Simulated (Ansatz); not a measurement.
**CH₂ClNOSi: an energy map over angle H6–O1–Si2 and dihedral H6–O1–Si2–C4**

Aim: map the energy of CH₂ClNOSi, SMILES O[Si]1(Cl)C=N1 over two coordinates, and find its wells, ridges and stiffness.

Computed with Ansatz 0.2.0. Level: RKS BHLYP-D4/def2-SVP.

## 1. Where the work starts

SMILES `O[Si]1(Cl)C=N1`, 7 atoms, charge 0, spin multiplicity 1.

Atoms are counted from 1 here; the program's logs count them from 0.

Bond lengths: O1–Si2 1.660 Å, O1–H6 0.975 Å, Si2–Cl3 2.045 Å, Si2–C4 1.776 Å, Si2–N5 1.793 Å, C4–N5 1.313 Å, C4–H7 1.114 Å. Angles: Si2–O1–H6 114.5°, O1–Si2–Cl3 106.0°, O1–Si2–C4 128.2°, O1–Si2–N5 122.2°, Cl3–Si2–C4 124.0°, Cl3–Si2–N5 119.3°, C4–Si2–N5 43.2°, Si2–C4–N5 69.1°, Si2–C4–H7 163.3°, N5–C4–H7 127.6°, Si2–N5–C4 67.7°.

Geometry (Å):

```xyz
7
charge 0, multiplicity 1
O    -0.81647   -0.27454    1.59492
Si    0.27918   -0.27541    0.34742
Cl    1.96017   -1.18658    1.07230
C     0.22854    0.66283   -1.15942
N    -0.20954   -0.56006   -1.35388
H    -1.69263    0.08387    1.36295
H     0.31194    1.48199   -1.90987
```

This geometry comes from a loose relaxation at PBE in a small basis, which is not shown.

## 2. Relaxing the molecule

File input.yaml:

```yaml
crystal:
  periodic: [false, false, false]
  atoms:
    - { symbol: O, position_ang: [-0.816467, -0.274543, 1.594915] }
    - { symbol: Si, position_ang: [0.279182, -0.275412, 0.34742] }
    - { symbol: Cl, position_ang: [1.960167, -1.186578, 1.072296] }
    - { symbol: C, position_ang: [0.22854, 0.662829, -1.159421] }
    - { symbol: "N", position_ang: [-0.209537, -0.56006, -1.353884] }
    - { symbol: H, position_ang: [-1.692627, 0.083874, 1.362946] }
    - { symbol: H, position_ang: [0.311943, 1.481989, -1.90987] }
basis:
  gaussian: { orbitals: def2-SVP }
hamiltonian:
  xc: { name: BHLYP }
  dispersion: d4
output:
  forces: true
relax:
  f_tol: 0.003
  max_steps: 120
```

Run with:

```sh
ansatz run input.yaml --threads 1 --pin off --max-ram 2560MiB --backend cpu --events-out ev --progress --plain --runs-dir out
```

Output (excerpt; [...] marks lines left out):

```text
Warning: RAYON_NUM_THREADS=1 ignored (pool sized by the plan → 1); use --threads N
[...]
Functional definition: BHLYP
[...]
916 factors; integrals over basis functions are off by at most 3.2e-4 eV
[...]
mean field -24994.81122588 eV, -918.5423704595 hartree, gradient 2.7e-5 eV, S^2 0.000000; 0 other end points of the search recorded, 0 dependent functions left out
[...]
reference -24994.81137276 eV, -918.5423758572 hartree; 27, 27 occupied and 61, 61 virtual orbitals, 916 factors
relax step   1: F+E_penalty+E_count = -24995.05424745 eV  Δ(F+E_penalty+E_count) = +0.000e0 eV  max|allowed force component| = 1.505e0 eV/Å  Δτ_max = 0.0000 Å  (30 SCF iters, accepted)
[...]
relax step   7: F+E_penalty+E_count = -24995.14630951 eV  Δ(F+E_penalty+E_count) = -9.994e-5 eV  max|allowed force component| = 1.372e-2 eV/Å  Δτ_max = 0.0038 Å  (27 SCF iters, accepted)
[...]
relax step   8: F+E_penalty+E_count = -24995.14633662 eV  Δ(F+E_penalty+E_count) = -2.711e-5 eV  max|allowed force component| = 2.956e-3 eV/Å  Δτ_max = 0.0035 Å  (27 SCF iters, accepted)
916 factors; integrals over basis functions are off by at most 3.0e-4 eV
[...]
mean field -24994.90108507 eV, -918.5456727238 hartree, gradient 1.7e-5 eV, S^2 0.000000; 1 other end points of the search recorded, 0 dependent functions left out
[...]
reference -24994.90123115 eV, -918.5456780922 hartree; 27, 27 occupied and 61, 61 virtual orbitals, 916 factors
Total energy: -24995.14648270 eV, -918.5546909206 hartree
Atom 0 at    -0.803919    -0.260111     1.550796 Å, force    -0.002956     0.001856    -0.000248 eV/Å
Atom 1 at     0.268519    -0.285880     0.326727 Å, force     0.001102     0.000373    -0.000595 eV/Å
Atom 2 at     1.936075    -1.167617     1.064520 Å, force     0.000543     0.000084    -0.000294 eV/Å
Atom 3 at     0.231804     0.659391    -1.145830 Å, force    -0.000211    -0.001724     0.001052 eV/Å
Atom 4 at    -0.202012    -0.542149    -1.332948 Å, force    -0.000081     0.002242    -0.001218 eV/Å
Atom 5 at    -1.682667     0.072542     1.382298 Å, force     0.001809    -0.001265     0.000390 eV/Å
Atom 6 at     0.313400     1.455923    -1.891160 Å, force    -0.000207    -0.001566     0.000913 eV/Å
Dipole moment:    -0.249366     0.435618     0.094843 e Å
```

Wall time 73 s (1 thread of Intel Xeon at 2.50GHz (Skylake/Cascade Lake), shared host); peak memory 0.19 GiB.

Energy and force along the way:

```csv
step,energy from step 1 (eV),largest force component (eV/Å)
1,0.0000,1.5048
2,-0.0710,0.6113
3,-0.0887,0.1553
4,-0.0903,0.0941
5,-0.0909,0.1492
6,-0.0920,0.0427
7,-0.0921,0.0137
8,-0.0921,0.0030
```

Bonds that changed most:

```csv
bond,before (Å),after (Å),change (Å)
Si2–N5,1.793,1.744,-0.049
O1–Si2,1.660,1.628,-0.033
Si2–C4,1.776,1.750,-0.026
C4–N5,1.313,1.291,-0.022
C4–H7,1.114,1.094,-0.020
O1–H6,0.975,0.955,-0.020
Si2–Cl3,2.045,2.025,-0.019
```

## 3. The grid

- angle H6–O1–Si2: 7 values from 73.6 to 163.6 °
- dihedral H6–O1–Si2–C4: 8 values from −180 to 135 °, periodic

Nothing else is relaxed (all other coordinates rigid). Energies count from the relaxed molecule at the same level. Points are written as (first, second).

Below, 3 of the grid's runs; all are launched alike.

## 4. The run at (133.6°, −180°)

File input.yaml:

```yaml
crystal:
  periodic: [false, false, false]
  atoms:
    - { symbol: O, position_ang: [-0.803919, -0.260111, 1.550796] }
    - { symbol: Si, position_ang: [0.268519, -0.28588, 0.326727] }
    - { symbol: Cl, position_ang: [-0.819664, -0.106741, -1.372187] }
    - { symbol: C, position_ang: [1.927684, -0.841282, 0.371565] }
    - { symbol: "N", position_ang: [1.847615, 0.445394, 0.441992] }
    - { symbol: H, position_ang: [-1.713999, 0.018818, 1.622913] }
    - { symbol: H, position_ang: [2.837768, -1.448146, 0.381639] }
basis:
  gaussian: { orbitals: def2-SVP }
hamiltonian:
  xc: { name: BHLYP }
  dispersion: d4
output:
  forces: true
```

Run with:

```sh
ansatz run input.yaml --threads 1 --pin off --max-ram 2560MiB --backend cpu --events-out ev --progress --plain --runs-dir out
```

Output (excerpt; [...] marks lines left out):

```text
Warning: RAYON_NUM_THREADS=1 ignored (pool sized by the plan → 1); use --threads N
[...]
[... 1 set-up line as earlier in the session ...]
[...]
846 factors; integrals over basis functions are off by at most 1.5e-3 eV
[...]
mean field -24994.82164979 eV, -918.5427535312 hartree, gradient 7.2e-5 eV, S^2 0.000000; 0 other end points of the search recorded, 0 dependent functions left out
[...]
reference -24994.82179771 eV, -918.5427589672 hartree; 27, 27 occupied and 61, 61 virtual orbitals, 846 factors
Total energy: -24995.06686102 eV, -918.5517648776 hartree
Atom 0 at    -0.803919    -0.260111     1.550796 Å, force     0.552982    -0.184183     0.358483 eV/Å
Atom 1 at     0.268519    -0.285880     0.326727 Å, force    -0.431424     0.122468     0.453165 eV/Å
Atom 2 at    -0.819664    -0.106741    -1.372187 Å, force    -0.056854     0.058259    -0.479231 eV/Å
Atom 3 at     1.927684    -0.841282     0.371565 Å, force    -0.209307     0.054009     0.114352 eV/Å
Atom 4 at     1.847615     0.445394     0.441992 Å, force    -0.116209    -0.005677    -0.059039 eV/Å
Atom 5 at    -1.713999     0.018818     1.622913 Å, force     0.298813    -0.015614    -0.417099 eV/Å
Atom 6 at     2.837768    -1.448146     0.381639 Å, force    -0.038002    -0.029261     0.029369 eV/Å
Dipole moment:    -0.384932    -0.247750     0.094489 e Å
```

Wall time 6.6 s (1 thread of Intel Xeon at 2.50GHz (Skylake/Cascade Lake), shared host); peak memory 0.17 GiB.

That is 8 kJ/mol from the zero.

## 5. Grid point (148.6°, −90°)

File input.yaml:

```yaml
crystal:
  periodic: [false, false, false]
  atoms:
    - { symbol: O, position_ang: [-0.803919, -0.260111, 1.550796] }
    - { symbol: Si, position_ang: [0.268519, -0.28588, 0.326727] }
    - { symbol: Cl, position_ang: [0.797708, 1.643086, 0.007996] }
    - { symbol: C, position_ang: [0.554015, -1.580135, -0.816387] }
    - { symbol: "N", position_ang: [1.437478, -1.564326, 0.124969] }
    - { symbol: H, position_ang: [-1.683479, -0.054033, 1.859263] }
    - { symbol: H, position_ang: [0.493908, -2.280739, -1.654348] }
basis:
  gaussian: { orbitals: def2-SVP }
hamiltonian:
  xc: { name: BHLYP }
  dispersion: d4
output:
  forces: true
```

Run with:

```sh
ansatz run input.yaml --threads 1 --pin off --max-ram 2560MiB --backend cpu --events-out ev --progress --plain --runs-dir out
```

Output (excerpt; [...] marks lines left out):

```text
Warning: RAYON_NUM_THREADS=1 ignored (pool sized by the plan → 1); use --threads N
[...]
[... 1 set-up line as earlier in the session ...]
[...]
845 factors; integrals over basis functions are off by at most 9.9e-4 eV
[...]
mean field -24994.68410139 eV, -918.5376987205 hartree, gradient 6.6e-5 eV, S^2 0.000000; 0 other end points of the search recorded, 0 dependent functions left out
[...]
reference -24994.68425033 eV, -918.5377041943 hartree; 27, 27 occupied and 61, 61 virtual orbitals, 845 factors
Total energy: -24994.92862278 eV, -918.5466847161 hartree
Atom 0 at    -0.803919    -0.260111     1.550796 Å, force     0.512035    -0.467624    -0.083768 eV/Å
Atom 1 at     0.268519    -0.285880     0.326727 Å, force    -1.035730     0.045724     0.650525 eV/Å
Atom 2 at     0.797708     1.643086     0.007996 Å, force     0.225735     0.226556    -0.183546 eV/Å
Atom 3 at     0.554015    -1.580135    -0.816387 Å, force    -0.015741     0.064364     0.011433 eV/Å
Atom 4 at     1.437478    -1.564326     0.124969 Å, force    -0.125731     0.098264     0.134075 eV/Å
Atom 5 at    -1.683479    -0.054033     1.859263 Å, force     0.423199     0.030544    -0.542414 eV/Å
Atom 6 at     0.493908    -2.280739    -1.654348 Å, force     0.016234     0.002171     0.013695 eV/Å
Dipole moment:    -0.664149     0.077964    -0.050654 e Å
```

Run time: 5.9 s. Hardware: 1 thread of Intel Xeon at 2.50GHz (Skylake/Cascade Lake), shared host; peak memory 0.17 GiB.

On the map this point reads 21 kJ/mol.

## 6. Point (118.6°, 0°)

File input.yaml:

```yaml
crystal:
  periodic: [false, false, false]
  atoms:
    - { symbol: O, position_ang: [-0.803919, -0.260111, 1.550796] }
    - { symbol: Si, position_ang: [0.268519, -0.28588, 0.326727] }
    - { symbol: Cl, position_ang: [2.091836, -0.482684, 1.186567] }
    - { symbol: C, position_ang: [0.01716, 0.235694, -1.324966] }
    - { symbol: "N", position_ang: [-0.068939, -1.04699, -1.205731] }
    - { symbol: H, position_ang: [-1.682497, 0.072659, 1.381648] }
    - { symbol: H, position_ang: [-0.100019, 0.823505, -2.240053] }
basis:
  gaussian: { orbitals: def2-SVP }
hamiltonian:
  xc: { name: BHLYP }
  dispersion: d4
output:
  forces: true
```

Run with:

```sh
ansatz run input.yaml --threads 1 --pin off --max-ram 2560MiB --backend cpu --events-out ev --progress --plain --runs-dir out
```

Output (excerpt; [...] marks lines left out):

```text
Warning: RAYON_NUM_THREADS=1 ignored (pool sized by the plan → 1); use --threads N
[...]
[... 1 set-up line as earlier in the session ...]
[...]
845 factors; integrals over basis functions are off by at most 1.4e-3 eV
[...]
mean field -24994.88909580 eV, -918.5452321263 hartree, gradient 4.4e-5 eV, S^2 0.000000; 0 other end points of the search recorded, 0 dependent functions left out
[...]
reference -24994.88924192 eV, -918.5452374962 hartree; 27, 27 occupied and 61, 61 virtual orbitals, 845 factors
Total energy: -24995.13440531 eV, -918.5542470845 hartree
Atom 0 at    -0.803919    -0.260111     1.550796 Å, force    -0.012086     0.119982     0.005249 eV/Å
Atom 1 at     0.268519    -0.285880     0.326727 Å, force    -0.009806    -0.009639     0.014184 eV/Å
Atom 2 at     2.091836    -0.482684     1.186567 Å, force     0.020408    -0.044390    -0.008984 eV/Å
Atom 3 at     0.017160     0.235694    -1.324966 Å, force    -0.033721    -0.037206    -0.009382 eV/Å
Atom 4 at    -0.068939    -1.046990    -1.205731 Å, force     0.048453     0.045894    -0.008052 eV/Å
Atom 5 at    -1.682497     0.072659     1.381648 Å, force    -0.010601    -0.077544     0.000423 eV/Å
Atom 6 at    -0.100019     0.823505    -2.240053 Å, force    -0.002648     0.002903     0.006561 eV/Å
Dipole moment:    -0.344213     0.466087     0.010250 e Å
```

It took 6.7 s on 1 thread of Intel Xeon at 2.50GHz (Skylake/Cascade Lake), shared host; peak memory 0.17 GiB.

That is 1.2 kJ/mol from the zero.

## 7. All points together

56 points were computed. Energies in kJ/mol, from the relaxed molecule at the same level:

| dihedral H6–O1–Si2–C4 (°) ↓, angle H6–O1–Si2 (°) → | 73.6 | 88.6 | 103.6 | 118.6 | 133.6 | 148.6 | 163.6 |
| --- | --- | --- | --- | --- | --- | --- | --- |
| 135 | 118 | 48 | 15 | 6 | 10 | 20 | 29 |
| 90 | 116 | 48 | 16 | 7 | 11 | 20 | 29 |
| 45 | 111 | 42 | 10 | 1 | 7 | 18 | 28 |
| 0 | 112 | 43 | 10 | 1 | 6 | 18 | 28 |
| −45 | 117 | 50 | 18 | 8 | 11 | 20 | 29 |
| −90 | 120 | 51 | 18 | 8 | 12 | 21 | 29 |
| −135 | 117 | 46 | 13 | 4 | 9 | 19 | 29 |
| −180 | 116 | 44 | 11 | 2 | 8 | 19 | 29 |

On the same grid, largest force on an atom (eV/Å):

```tsv
dihedral H6–O1–Si2–C4 (°) ↓, angle H6–O1–Si2 (°) →	73.6	88.6	103.6	118.6	133.6	148.6	163.6
135	4.21	2.15	0.89	0.46	0.76	1.29	1.66
90	4.12	2.12	0.88	0.30	0.73	1.29	1.67
45	4.19	2.14	0.87	0.11	0.67	1.24	1.65
0	4.18	2.13	0.87	0.12	0.67	1.23	1.63
−45	4.06	2.09	0.88	0.25	0.71	1.24	1.63
−90	4.14	2.12	0.88	0.43	0.70	1.22	1.62
−135	4.26	2.14	1.03	0.48	0.67	1.16	1.60
−180	4.29	2.20	1.08	0.48	0.68	1.20	1.62
```

Energy (kJ/mol) at eleven even steps along the easiest path on the interpolated surface, from its minimum near (118.6°, 0°): 0, 1, 2, 4, 6, 7, 7, 6, 4, 3, 2.

## 8. Outcome

```
                       quantity                                                                      value
                   lowest point                                                   (118.6°, 0°), 1.2 kJ/mol
         highest computed point                                 (73.6°, −90°), 119 kJ/mol above the lowest
largest force on an atom (eV/Å)  0.11 at (118.6°, 45°) to 4.29 at (73.6°, −180°); 0.12 at the lowest point
        time for the whole task                                            16 min on 1 thread, shared host
```

The lowest computed point is at (118.6°, 0°), 1.2 kJ/mol from the relaxed molecule at the same level. A higher local minimum lies near (118.6°, −180°) (1.0 kJ/mol above the lowest at that grid point). The highest computed point, (73.6°, −90°), lies 119 kJ/mol above the lowest. On the interpolated surface the easiest way out of the lowest well to the well at (118.6°, −180°) passes a barrier of about 7.1 kJ/mol. Round the minimum the two coordinates are nearly uncoupled.
